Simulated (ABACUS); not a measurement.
# AlSn (P-6m2) in ABACUS: a series of runs

The runs below take AlSn through relaxation of cell and atoms, with PBE.

Program: ABACUS 3.10.1. These are calculated values, not measurements. Logs are shortened: lines on timing, memory, paths and dates and some standing lists are left out, and cuts for length are marked.

## 1. Starting point

Symmetry: P-6m2, No. 187, hexagonal system. Conventional cell: a = 4.198 Å, b = 4.198 Å, c = 3.307 Å, α = 90.00°, β = 90.00°, γ = 120.00°. Sn (site symmetry -6m2) is surrounded by 6 Al at 2.93 Å and 2 Sn at 3.31 Å. Around Al (site symmetry -6m2) lie 6 Sn at 2.93 Å and 2 Al at 3.31 Å.

The cell comes from a database or a generator and needn't be the stable form of this composition.

## 2. Relaxation of cell and atoms, PBE, target pressure 20 GPa, at which the enthalpy is minimised

Contents of INPUT:

```
INPUT_PARAMETERS
suffix              AlSn
calculation         cell-relax
basis_type          lcao
pseudo_dir          ./
orbital_dir         ./
symmetry            1
dft_functional      pbe
ecutwfc             100
pseudo_rcut         7
nspin               1
nbands              13
ks_solver           genelpa
smearing_method     fd
smearing_sigma      0.00367493
scf_thr             1e-07
scf_nmax            100
mixing_type         broyden
mixing_beta         0.7
cal_force           1
cal_stress          1
out_mul             1
relax_nmax          60
force_thr_ev        0.02
relax_method        cg
out_stru            1
stress_thr          0.2
press1              200
press2              200
press3              200
```

Contents of STRU:

```
ATOMIC_SPECIES
Sn 118.7100 Sn.upf
Al 26.9815 Al.upf

NUMERICAL_ORBITAL
Sn_confined-atom_8au_2s2p2d.orb
Al_confined-atom_8au_2s2p1d.orb

LATTICE_CONSTANT
1.8897261246

LATTICE_VECTORS
4.1981056157 0.0000000000 0.0000000000
-2.0990528078 3.6356661109 0.0000000000
0.0000000000 0.0000000000 3.3068470000

ATOMIC_POSITIONS
Direct

Sn
0.0
1
0.3333333333 0.6666666667 0.5000000000 1 1 1

Al
0.0
1
0.0000000000 0.0000000000 0.0000000000 1 1 1
```

Contents of KPT:

```
K_POINTS
0
Gamma
5 5 6 0 0 0
```

Potentials or basis: PseudoDojo NC SR 0.4.1 PBE standard, DZP LCAO (the cutoffs set its grid).

Command:

```console
$ OMP_NUM_THREADS=1 mpirun -np 4 abacus > log
```

running log:

```text
ABACUS v3.10.1

               Atomic-orbital Based Ab-initio Computation at UStc

 ------------------------------------------------------------------------------------

 READING GENERAL INFORMATION
                           global_out_dir = OUT.AlSn/
                           global_in_card = INPUT
                               pseudo_dir = ./
                              orbital_dir = ./
                                    DSIZE = 4
                                    GSIZE = 1

 READING UNITCELL INFORMATION
                                    ntype = 2
                  lattice constant (Bohr) = 1.88973
              lattice constant (Angstrom) = 1

 READING ATOM TYPE 1
                               atom label = Sn
                      L=0, number of zeta = 2
                      L=1, number of zeta = 2
                      L=2, number of zeta = 2
             number of atom for this type = 1

 READING ATOM TYPE 2
                               atom label = Al
                      L=0, number of zeta = 2
                      L=1, number of zeta = 2
                      L=2, number of zeta = 1
             number of atom for this type = 1

                        TOTAL ATOM NUMBER = 2
DIRECT COORDINATES
    atom                   x                   y                   z     mag                  vx                  vy                  vz
taud_Sn1            0.3333333333        0.6666666667        0.5000000000  0.0000        0.0000000000        0.0000000000        0.0000000000
taud_Al1            0.0000000000        0.0000000000        0.0000000000  0.0000        0.0000000000        0.0000000000        0.0000000000

                          Volume (Bohr^3) = 340.603
                             Volume (A^3) = 50.472

 Lattice vectors: (Cartesian coordinate: in unit of a_0)
             +4.19811                  +0                  +0
             -2.09905            +3.63567                  +0
                   +0                  +0            +3.30685
 Reciprocal vectors: (Cartesian coordinate: in unit of 2 pi/a_0)
            +0.238203           +0.137526                  -0
                   -0           +0.275053                  -0
                   +0                  -0           +0.302403
 The esolver type has been set to : ksdft_lcao

                PAO radial cut off (Bohr) = 7

 Read in pseudopotential file is Sn.upf
                     pseudopotential type = NC
          exchange-correlation functional = PBE
                 nonlocal core correction = 1
                        valence electrons = 14
                                     lmax = 2
                           number of zeta = 3
                     number of projectors = 6
                           L of projector = 0
[... 5 lines left out ...]
                PAO radial cut off (Bohr) = 7

 Read in pseudopotential file is Al.upf
                     pseudopotential type = NC
          exchange-correlation functional = PBE
                 nonlocal core correction = 1
                        valence electrons = 3
                                     lmax = 2
                           number of zeta = 2
[... 128 lines left out ...]
       6  0.00000000  0.00000000  0.16666667  0.0133      25
[... 12 lines left out ...]
      19 -0.20000000  0.40000000  0.50000000  0.0400      81
      20  0.40000000  0.40000000  0.50000000  0.0400      82

                               nkstot now = 20
[... K-POINTS DIRECT COORDINATES: 20 rows ...]

           k-point number in this process = 20
       minimum distributed K point number = 20
[... stars of the k points ...]

[... K-POINTS CARTESIAN COORDINATES: 20 rows ...]

[... K-POINTS DIRECT COORDINATES: 20 rows ...]

 SETUP PLANE WAVES FOR WAVE FUNCTIONS
     energy cutoff for wavefunc (unit:Ry) = 100
              fft grid for wave functions = [ 54, 54, 40 ]
                    number of plane waves = 7251
                         number of sticks = 511

 PARALLEL PW FOR WAVE FUNCTIONS
     PROC   COLUMNS(POT)             PW
        1            127           1813
        2            127           1813
        3            127           1813
        4            130           1812
 --------------- sum -------------------
        4            511           7251

 SET NONLOCAL PSEUDOPOTENTIAL PROJECTORS
 SET NONLOCAL PSEUDOPOTENTIAL PROJECTORS
 max number of nonlocal projetors among all species is 6

 -------------------------------------------
 STEP OF RELAXATION : 1
 -------------------------------------------

 SETUP SEARCHING RADIUS FOR PROGRAM TO SEARCH ADJACENT ATOMS
                  longest orb rcut (Bohr) = 8
   longest nonlocal projector rcut (Bohr) = 2.66
                     search radius (Bohr) = 21.3
              searching radius is (Bohr)) = 21.3
         searching radius unit is (Bohr)) = 1.89
                         PeriodicBoundary = 1
                        Radius(unit:lat0) = 11.3
                                   glayer = [ 5, 5, 5 ]
                             glayer_minus = [ 4, 4, 4 ]

Find the coordinate range of the input atom(unit:lat0).
                                  min_tau = [ -25.2, -14.5, -13.2 ]
                                  max_tau = [ 25.2, 17, 14.9 ]
                                BoxNumber = [ 9, 9, 9 ]

 SETUP EXTENDED REAL SPACE GRID FOR GRID INTEGRATION
                          real space grid = [ 54, 54, 40 ]
                 big cell numbers in grid = [ 18, 18, 8 ]
             meshcell numbers in big cell = [ 3, 3, 5 ]
                        extended fft grid = [ 21, 21, 11 ]
                dimension of extened grid = [ 61, 61, 31 ]
                            UnitCellTotal = 125
              Atom number in sub-FFT-grid = 2
    Local orbitals number in sub-FFT-grid = 31
                                ParaV.nnr = 24544
                                 init_chg = atomic

 LCAO ALGORITHM --------------- ION=   1  ELEC=   1--------------------------------

 Density error is 0.0392985665816
----------------------------------------------------------
     Energy           Rydberg                 eV
----------------------------------------------------------
 E_KohnSham     -162.2049063804      -2206.9109703302
 E_Harris       -162.7617948979      -2214.4878273189
 E_Fermi        0.5954369052         8.1013347099
----------------------------------------------------------
[... 380 lines left out ...]
 Largest gradient in stress is 30.325516 kbar.
 Threshold is 0.200000 kbar.

 Relaxation is not converged yet!
Too many Brent steps, let's do next CG step
DIRECT COORDINATES
    atom                   x                   y                   z     mag                  vx                  vy                  vz
taud_Sn1            0.3333333333        0.6666666667        0.5000000000  0.0000        0.0000000000        0.0000000000        0.0000000000
taud_Al1            0.0000000000        0.0000000000        0.0000000000  0.0000        0.0000000000        0.0000000000        0.0000000000

                          Volume (Bohr^3) = 239.672157
                             Volume (A^3) = 35.515707
[... 341 lines left out ...]
 Largest gradient in stress is 151.963077 kbar.
 Threshold is 0.200000 kbar.

 Relaxation is not converged yet!
Too many Brent steps, let's do next CG step
DIRECT COORDINATES
    atom                   x                   y                   z     mag                  vx                  vy                  vz
taud_Sn1            0.3333333333        0.6666666667        0.5000000000  0.0000        0.0000000000        0.0000000000        0.0000000000
taud_Al1            0.0000000000        0.0000000000        0.0000000000  0.0000        0.0000000000        0.0000000000        0.0000000000

                          Volume (Bohr^3) = 310.722137
                             Volume (A^3) = 46.044215
[... 771 lines left out ...]
 Largest gradient in stress is 0.014738 kbar.
 Threshold is 0.200000 kbar.

 Relaxation is converged!

 --------------------------------------------
 !FINAL_ETOT_IS -2206.3778078595037186 eV
 --------------------------------------------
```

Wall time 41 s (4 MPI ranks of Intel Xeon 6975P-C (Granite Rapids), shared host); peak memory 0.4 GiB.

Results:

```
Free energy                                            : -2206.3778 eV
Relaxed volume                                         : 20.06 Å³/atom
Relaxed cell                                           : a = 3.847 Å, b = 3.847 Å, c = 3.130 Å, α = 90.00°, β = 90.00°, γ = 120.00°
Space group after relaxing (to 0.05 Å)                 : P-6m2 (No. 187)
Energy change on relaxing (the enthalpy is what falls) : +272.1 meV/atom
Ionic steps                                            : 16
Pressure after relaxing                                : 20.0 GPa
Mulliken charges                                       : Sn +0.14; Al -0.14 e
```

The path:
```csv
step,energy change (eV),largest force (eV/Å),pressure (GPa),volume (Å³)
1,0.0000,0.0000,0.52,50.47
2,3.1852,0.0000,78.96,30.62
3,0.2901,0.0000,13.27,42.72
4,0.4678,0.0000,18.19,40.91
5,1.4167,0.0000,40.58,35.52
6,0.0317,0.0000,2.75,48.25
7,0.0889,0.0000,6.06,46.04
8,0.0889,0.0000,6.06,46.04
9,0.0889,0.0000,6.06,46.04
10,1.6644,0.0000,46.22,34.52
11,0.4411,0.0000,17.46,41.02
12,0.5204,0.0000,19.56,40.33
13,0.5329,0.0000,19.68,40.21
14,0.5314,0.0000,19.66,40.22
15,0.5571,0.0000,20.34,40.01
16,0.5441,0.0000,20.00,40.12
```

Final structure:
```cif
data_structure
_symmetry_space_group_name_H-M 'P 1'
_symmetry_Int_Tables_number 1
_cell_length_a 3.8470
_cell_length_b 3.8470
_cell_length_c 3.1300
_cell_angle_alpha 90.000
_cell_angle_beta 90.000
_cell_angle_gamma 120.000
_cell_volume 40.12
loop_
_atom_site_label
_atom_site_type_symbol
_atom_site_fract_x
_atom_site_fract_y
_atom_site_fract_z
_atom_site_occupancy
Sn1 Sn 0.33333 0.66667 0.50000 1
Al1 Al 0.00000 0.00000 0.00000 1
```

Caveat: the atomic orbitals were generated for these runs and aren't a published set; the volume moved by over 15 % at a fixed basis, so the end points are rough; Mulliken charges move with the basis; the basis of atomic orbitals isn't converged, which shifts pressures, moduli and gaps.

(Part 1 of 2 ends here.)
